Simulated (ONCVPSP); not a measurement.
**Changing the settings of an ONCV potential for Ga, part 1 of 2**

Aim: generate and test one potential in full, then change one design choice at a time and see what happens to hardness, ghosts and transferability.

The numbers are computed with ONCVPSP 4.0.1 (PBEsol, scalar-relativistic, spin-unpolarised reference atom).

## Step 1: The atom and the settings

The settings as typed:

* element: gallium (Ga, Z = 31)
* type: optimised norm-conserving Vanderbilt (ONCV)
* frozen core: [Ar]
* valence charge: 13
* reference configuration: 3d10 4s1 4p2
* partial waves: 4s: rc 1.75 bohr, ncon 4, nbas 7, qcut 4.1 1/bohr, 2 projectors, debl 1.4 Ha; 4p: rc 2.05 bohr, ncon 4, nbas 7, qcut 3.8 1/bohr, 2 projectors, debl 1 Ha; 3d: rc 0.85 bohr, ncon 5, nbas 9, qcut 22.2 1/bohr, local
* local potential: the d channel
* core correction: Teter function, fcfact 3.5, rcfact 1.7

An earlier all-electron run gives the scale for the radii.

All-electron outer shells of the reference configuration (PBEsol, scalar-relativistic, ld1.x):

| shell | level (eV) | outermost node (bohr) | outermost maximum (bohr) |
| --- | --- | --- | --- |
| 3s | -149.72 | 0.27 | 0.56 |
| 3p | -100.62 | 0.24 | 0.56 |
| 3d | -21.05 | – | 0.53 |
| 4s | -10.06 | 0.81 | 1.87 |
| 4p | -3.35 | 0.87 | 2.47 |

## Step 2: Generation of the first potential

The input, Ga.dat:

```
# ATOM AND REFERENCE CONFIGURATION
# atsym  z   nc   nv     iexc    psfile
  Ga 31.00    5    3  -116133      upf
#
#   n    l    f
    1    0    2.00
    2    0    2.00
    2    1    6.00
    3    0    2.00
    3    1    6.00
    3    2   10.00
    4    0    1.00
    4    1    2.00
#
# PSEUDOPOTENTIAL AND OPTIMIZATION
# lmax
    2
#
#   l,   rc,      ep,       ncon, nbas, qcut
    0    1.75    0.00    4    7    4.10
    1    2.05    0.00    4    7    3.80
    2    0.85    0.00    5    9   22.20
#
# LOCAL POTENTIAL
# lloc, lpopt,  rc(5),   dvloc0
    2    5    0.85    0.00
#
# VANDERBILT-KLEINMAN-BYLANDER PROJECTORs
# l, nproj, debl
    0    2    1.40
    1    2    1.00
    2    0    0.60
#
# MODEL CORE CHARGE
# icmod, fcfact, rcfact
    3    3.50    1.70
#
# LOG DERIVATIVE ANALYSIS
# epsh1, epsh2, depsh
   -2.00    5.00    0.02
#
# OUTPUT GRID
# rlmax, drl
    6.00    0.01
#
# TEST CONFIGURATIONS
# ncnf
    4
# nvcnf
#   n    l    f
    3
    3    2   10.00
    4    0    2.00
    4    1    1.00
#
    3
    3    2   10.00
    4    0    2.00
    4    1    0.00
#
    3
    3    2   10.00
    4    0    1.00
    4    1    0.00
#
    3
    3    2    9.00
    4    0    2.00
    4    1    1.00
#
```

Launch:

```sh
$ oncvpsp.x < Ga.dat > Ga.out
```

The output, Ga.out (without the consistency checks and plot data):

```text
ONCVPSP  (Optimized Norm-Conservinng Vanderbilt PSeudopotential)
scalar-relativistic version 4.0.1

#   n    l    f        energy (Ha)
    1    0    2.00    -3.7569132E+02
    2    0    2.00    -4.6416948E+01
    2    1    6.00    -4.0427629E+01
    3    0    2.00    -5.5020293E+00
    3    1    6.00    -3.6977540E+00
    3    2   10.00    -7.7342685E-01
    4    0    1.00    -3.6960342E-01
    4    1    2.00    -1.2327545E-01

Reference configufation results
  iterations    28
  all-electron total energy (Ha)   -1.94221829D+03

Begin loop to  construct optimized pseudo wave functions
and semi-local pseudopoentials for all angular momenta

   Wellstate for l =  0  n =  5
     eigenvalue =   1.0304
     asymptotic potential =   1.5304
     half-point radius =  3.2169

Calculating optimized projector #   1

 for l=   0

    Fraction of norm inside rc  0.293946
    Optimizing pswf for qcut=   4.10 a_B^-1,  ecut=   8.39 Ha
    Residual kinetic energy error=  4.80D-04 Ha

    Energy error per electron        Cutoff
         Ha          eV             Ha
         0.01000     0.27211        5.12
         0.00100     0.02721        7.61
         0.00010     0.00272       16.04
         0.00001     0.00027       33.35

Calculating optimized projector #   2

 for l=   0

    Fraction of norm inside rc  0.201324
    Optimizing pswf for qcut=   4.10 a_B^-1,  ecut=   8.39 Ha
    Residual kinetic energy error=  1.38D-03 Ha

    Energy error per electron        Cutoff
         Ha          eV             Ha
         0.01000     0.27211        6.31
         0.00100     0.02721       10.46
         0.00010     0.00272       50.19
         0.00001     0.00027       59.18

   Wellstate for l =  1  n =  5
     eigenvalue =   0.8767
     asymptotic potential =   1.3767
     half-point radius =  4.0162

Calculating optimized projector #   1

 for l=   1

    Fraction of norm inside rc  0.201014
    Optimizing pswf for qcut=   3.79 a_B^-1,  ecut=   7.19 Ha
    Residual kinetic energy error=  2.52D-04 Ha

    Energy error per electron        Cutoff
         Ha          eV             Ha
         0.01000     0.27211        1.47
         0.00100     0.02721        4.98
         0.00010     0.00272       11.51
         0.00001     0.00027       29.92

Calculating optimized projector #   2

 for l=   1

    Fraction of norm inside rc  0.241449
    Optimizing pswf for qcut=   3.79 a_B^-1,  ecut=   7.19 Ha
    Residual kinetic energy error=  1.01D-03 Ha

    Energy error per electron        Cutoff
         Ha          eV             Ha
         0.01000     0.27211        3.07
         0.00100     0.02721        7.29
         0.00010     0.00272       37.51
         0.00001     0.00027       48.54

Calculating optimized projector #   1

 for l=   2

    Fraction of norm inside rc  0.637398
    Optimizing pswf for qcut=  22.21 a_B^-1,  ecut= 246.58 Ha
    Residual kinetic energy error=  3.99D-08 Ha

    Energy error per electron        Cutoff
         Ha          eV             Ha
         0.01000     0.27211      138.37
         0.00100     0.02721      167.98
         0.00010     0.00272      191.72
         0.00001     0.00027      211.21

Construct Vanderbilt / Kleinmman-Bylander projectors

B matrix Hermiticity error, ll=   0
   1   2    8.6956E-05

  Orthonormal projector coefficients  1.6375E+01  1.7551E+00

B matrix Hermiticity error, ll=   1
   1   2    3.9335E-05

  Orthonormal projector coefficients  8.8957E+00  5.8951E-01

Model core correction analysis
  based on d2Exc/dn_idn_j

d2excae - all-electron derivatives

   -3.066848D-02   -6.600514D-03   -2.864342D-03
   -6.599487D-03   -3.471764D-02   -2.587648D-02
   -2.864126D-03   -2.587580D-02   -2.812155D-02

d2excps - pseudofunction derivatives with no core correction

   -5.028514D-02   -7.045986D-03   -2.927929D-03
   -7.044769D-03   -3.560207D-02   -2.619078D-02
   -2.927725D-03   -2.619073D-02   -2.820575D-02

rms 2nd derivative error    6.550703E-03

rmatch, rhocmatch    0.7888   14.9926

Teter function model core charge with specified parameters

d2excps - pseudofunction derivatives with core correction

   -3.407212D-02   -5.723963D-03   -2.520811D-03
   -5.723322D-03   -3.401209D-02   -2.563404D-02
   -2.520660D-03   -2.563211D-02   -2.800329D-02

rms 2nd derivative error    1.246625E-03

Pseudoatom total energy  -77.910882

Diagnostic tests using Vanderbilt-Kleinman-Bylander pseudopotentials
  1 or more projectors used as specified by nproj input data

   l    rcore       rmatch      e in        delta e   norm test  slope test

   0   1.7582998   1.8116856  -0.3696034  -0.0000014   1.0000270   0.9999859
   0   1.7582998   1.8116856   1.0303966   0.0000032   1.0001829   1.0001829

   1   2.0541891   2.1165588  -0.1232755   0.0000005   1.0000168   1.0000105
   1   2.0541891   2.1165588   0.8767245   0.0000028   1.0001152   1.0001152

   2   0.8525842   0.8784705  -0.7734269  -0.0000072   1.0000014   1.0000180

 Testing for bound ghosts
   n   l    E NL Schr. Eq   E Basis Diag.   E Cutoff

       0                      -24.862772     60.27  WARNING - GHOST(-)
   1   0       -0.369605       -0.360850     60.27

       1                       -9.024430     52.19  WARNING - GHOST(-)
   2   1       -0.123275       -0.105670     52.19

 Testing for highly-localized positive-energy ghosts
       l    <radius>/rc     E Basis Diag.   E Cutoff

       0        0.734257        3.483332     60.27  WARNING - GHOST(+)

Test configuration 0

   n   l     f        eae           eps        diff
   1   0  2.0000 -375.69131637
   2   0  2.0000  -46.41694769
   2   1  6.0000  -40.42762918
   3   0  2.0000   -5.50202934
   3   1  6.0000   -3.69775397
   3   2 10.0000   -0.77342685   -0.77343408   -7.22D-06
   4   0  1.0000   -0.36960342   -0.36960483   -1.41D-06
   4   1  2.0000   -0.12327545   -0.12327496    4.93D-07

    Total energies and differences
      AE_ref= -1.94221829D+03  AE_tst= -1.94221829D+03  dif=  0.00D+00
      PS_ref= -7.79108821D+01  PS_tst= -7.79108821D+01  dif=  7.11D-14
      PSP excitation error= -7.11D-14

Test configuration 1

   n   l     f        eae           eps        diff
   1   0  2.0000 -375.61965393
   2   0  2.0000  -46.34864928
   2   1  6.0000  -40.35920948
   3   0  2.0000   -5.43072042
   3   1  6.0000   -3.62649692
   3   2 10.0000   -0.70419174   -0.70503985   -8.48D-04
   4   0  2.0000   -0.32937413   -0.32907444    3.00D-04
   4   1  1.0000   -0.09447944   -0.09447630    3.14D-06

    Total energies and differences
      AE_ref= -1.94221829D+03  AE_tst= -1.94245904D+03  dif= -2.41D-01
      PS_ref= -7.79108821D+01  PS_tst= -7.81515039D+01  dif= -2.41D-01
      PSP excitation error= -1.31D-04

Test configuration 2

   n   l     f        eae           eps        diff
   1   0  2.0000 -375.92733777
   2   0  2.0000  -46.65355864
   2   1  6.0000  -40.66447422
   3   0  2.0000   -5.73608184
   3   1  6.0000   -3.93199529
   3   2 10.0000   -1.00907077   -1.00831793    7.53D-04
   4   0  2.0000   -0.60131681   -0.60105880    2.58D-04

    Total energies and differences
      AE_ref= -1.94221829D+03  AE_tst= -1.94225032D+03  dif= -3.20D-02
      PS_ref= -7.79108821D+01  PS_tst= -7.79427686D+01  dif= -3.19D-02
      PSP excitation error= -1.39D-04

Test configuration 3

   n   l     f        eae           eps        diff
   1   0  2.0000 -376.37605627
   2   0  2.0000  -47.09223196
   2   1  6.0000  -41.10399110
   3   0  2.0000   -6.17882276
   3   1  6.0000   -4.37474556
   3   2 10.0000   -1.44746884   -1.44368493    3.78D-03
   4   0  1.0000   -0.95668758   -0.95828860   -1.60D-03

    Total energies and differences
      AE_ref= -1.94221829D+03  AE_tst= -1.94147356D+03  dif=  7.45D-01
      PS_ref= -7.79108821D+01  PS_tst= -7.71654915D+01  dif=  7.45D-01
      PSP excitation error= -6.62D-04

Test configuration 4

   n   l     f        eae           eps        diff
   1   0  2.0000 -376.33193440
   2   0  2.0000  -47.09367464
   2   1  6.0000  -41.10126073
   3   0  2.0000   -6.11857165
   3   1  6.0000   -4.30653983
   3   2  9.0000   -1.35728092   -1.38593256   -2.87D-02
   4   0  2.0000   -0.71135253   -0.70837765    2.97D-03
   4   1  1.0000   -0.40894435   -0.40660391    2.34D-03

    Total energies and differences
      AE_ref= -1.94221829D+03  AE_tst= -1.94144070D+03  dif=  7.78D-01
      PS_ref= -7.79108821D+01  PS_tst= -7.71195185D+01  dif=  7.91D-01
      PSP excitation error= -1.38D-02
```

Wall time 2.8 s (1 thread, shared host).

Partial waves on a coarse radial grid (AE all-electron, PS pseudo):

| r (bohr) | 4s AE | 4s PS | 4p AE | 4p PS |
| --- | --- | --- | --- | --- |
| 0.103 | 0.1430 | 0.0041 | 0.1316 | 0.0021 |
| 0.205 | 0.1296 | 0.0122 | 0.0451 | 0.0086 |
| 0.308 | -0.1197 | 0.0274 | -0.1092 | 0.0199 |
| 0.410 | -0.2887 | 0.0514 | -0.2028 | 0.0360 |
| 0.513 | -0.3203 | 0.0854 | -0.2218 | 0.0573 |
| 0.615 | -0.2498 | 0.1288 | -0.1864 | 0.0830 |
| 0.718 | -0.1236 | 0.1820 | -0.1193 | 0.1129 |
| 0.820 | 0.0211 | 0.2430 | -0.0387 | 0.1459 |
| 0.923 | 0.1656 | 0.3110 | 0.0462 | 0.1822 |
| 1.025 | 0.2960 | 0.3824 | 0.1277 | 0.2207 |
| 1.128 | 0.4094 | 0.4549 | 0.2040 | 0.2620 |
| 1.230 | 0.5022 | 0.5231 | 0.2722 | 0.3047 |
| 1.332 | 0.5760 | 0.5840 | 0.3325 | 0.3481 |
| 1.435 | 0.6328 | 0.6352 | 0.3853 | 0.3913 |
| 1.538 | 0.6738 | 0.6742 | 0.4305 | 0.4319 |
| 1.640 | 0.7009 | 0.7009 | 0.4682 | 0.4682 |
| 1.743 | 0.7168 | 0.7167 | 0.4998 | 0.4996 |
| 1.845 | 0.7228 | 0.7228 | 0.5253 | 0.5252 |
| 1.948 | 0.7208 | 0.7208 | 0.5457 | 0.5457 |
| 2.050 | 0.7124 | 0.7123 | 0.5612 | 0.5611 |
| 2.153 | 0.6985 | 0.6985 | 0.5725 | 0.5725 |
| 2.255 | 0.6806 | 0.6806 | 0.5800 | 0.5800 |
| 2.358 | 0.6593 | 0.6593 | 0.5841 | 0.5841 |
| 2.460 | 0.6358 | 0.6358 | 0.5853 | 0.5853 |
| 2.562 | 0.6105 | 0.6105 | 0.5840 | 0.5840 |
| 2.665 | 0.5839 | 0.5839 | 0.5803 | 0.5803 |

Densities times 4π (e/bohr³); a dash where the program caps the true core:

| r (bohr) | pseudo valence | true core | model core |
| --- | --- | --- | --- |
| 0.103 | 3.92 | – | 51.5 |
| 0.308 | 70.25 | 154.6 | 44.38 |
| 0.513 | 49.08 | 54.08 | 32.81 |
| 0.718 | 20.19 | 22.13 | 20.63 |
| 0.923 | 8.604 | 6.8 | 10.84 |
| 1.128 | 3.87 | 1.903 | 4.632 |
| 1.332 | 1.925 | 0.5218 | 1.542 |
| 1.538 | 1.075 | 0.141 | 0.3562 |
| 1.743 | 0.6742 | 0.0386 | 0.04524 |
| 1.948 | 0.4581 | 0.01069 | 0.0007965 |
| 2.153 | 0.3275 | 0.002999 | 0.000905 |
| 2.358 | 0.2414 | 0.0008501 | 0.0007577 |
| 2.562 | 0.1814 | 0.000245 | 7.964e-05 |

## Step 3: Transferability, from the output's test configurations

Energies count from the reference configuration 3d10 4s1 4p2; the error is all-electron less pseudo.

| valence configuration | charge | ΔE all-electron (eV) | error AE − PS (meV) |
| --- | --- | --- | --- |
| 3d10 4s2 4p1 | 0 | -6.551 | -3.6 |
| 3d10 4s2 4p0 | +1 | -0.871 | -3.8 |
| 3d10 4s1 4p0 | +2 | 20.265 | -18 |
| 3d9 4s2 4p1 | +1 | 21.159 | -376 |

## Step 4: Scattering by logarithmic derivatives

Taken from the files of the generation run. The phase is arctan(r·R′/R) of the radial function R, unwrapped, with energies in Ha. A pole is an energy at which the radial function vanishes at the test radius. The pseudo phase is shifted by a multiple of π to meet the all-electron one at the reference energy. Levels narrower than the energy grid can be missing from the poles. The last column is the largest difference on the grid between −0.5 and +0.5 Ha.

```tsv
channel	radius (bohr)	reference (Ha)	poles AE	poles PS	window around the reference with phases within 0.05 rad (Ha)	largest difference near zero (rad)
s	1.78	-0.37	2.24	2.21, 3.52	below 3.1	0.000
p	2.08	-0.12	1.75	1.75	below 3.2	0.000
d	0.86	-0.77	2.33	2.43	the whole range	0.002
```

Phases (rad) along the scan:

| E (Ha) | d AE | d PS | s AE | s PS |
| --- | --- | --- | --- | --- |
| -1.98 | -0.514 | -0.510 | 1.006 | 1.003 |
| -1.62 | -0.719 | -0.717 | 0.858 | 0.856 |
| -1.26 | -0.890 | -0.889 | 0.600 | 0.599 |
| -0.90 | -1.028 | -1.028 | 0.145 | 0.144 |
| -0.54 | -1.139 | -1.139 | -0.451 | -0.451 |
| -0.18 | -1.229 | -1.229 | -0.894 | -0.894 |
| 0.18 | -1.303 | -1.302 | -1.145 | -1.145 |
| 0.54 | -1.365 | -1.363 | -1.291 | -1.291 |
| 0.90 | -1.417 | -1.414 | -1.385 | -1.385 |
| 1.26 | -1.463 | -1.458 | -1.452 | -1.452 |
| 1.62 | -1.503 | -1.497 | -1.503 | -1.503 |
| 1.98 | -1.539 | -1.532 | -1.544 | -1.546 |
| 2.34 | -1.572 | -1.563 | -1.581 | -1.584 |
| 2.70 | -1.602 | -1.592 | -1.615 | -1.626 |
| 3.06 | -1.631 | -1.619 | -1.648 | -1.696 |
| 3.42 | -1.659 | -1.644 | -1.684 | -4.611 |
| 3.78 | -1.686 | -1.669 | -1.724 | -4.784 |
| 4.14 | -1.713 | -1.693 | -1.774 | -4.836 |
| 4.50 | -1.740 | -1.716 | -1.839 | -4.883 |
| 4.86 | -1.767 | -1.740 | -1.936 | -4.939 |

## Step 5: Plane-wave cutoff and ghosts

Read off the output, the cutoffs (Ha) at which the residual kinetic energy of the hardest occupied pseudo-wave falls to 1 and 0.1 mHa per electron: 168 Ha and 192 Ha.

The program's own ghost test: GHOST(-) flagged for s at -676.6 eV, p at -245.6 eV; GHOST(+) flagged for s at 94.8 eV.

Cutoff (Ha) at which the first wave of each channel reaches a given error (Ha per electron):

| error | s | p | d |
| --- | --- | --- | --- |
| 1.0e-02 | 5.1 | 1.5 | 138.4 |
| 3.2e-03 | 6.4 | 2.0 | 153.7 |
| 1.0e-03 | 7.6 | 5.0 | 168.0 |
| 3.2e-04 | 9.4 | 6.9 | 180.5 |
| 1.0e-04 | 16.0 | 11.5 | 191.7 |
| 3.2e-05 | 28.8 | 24.9 | 202.0 |
| 1.0e-05 | 33.3 | 29.9 | 211.2 |

(Continued in part 2 of 2.)
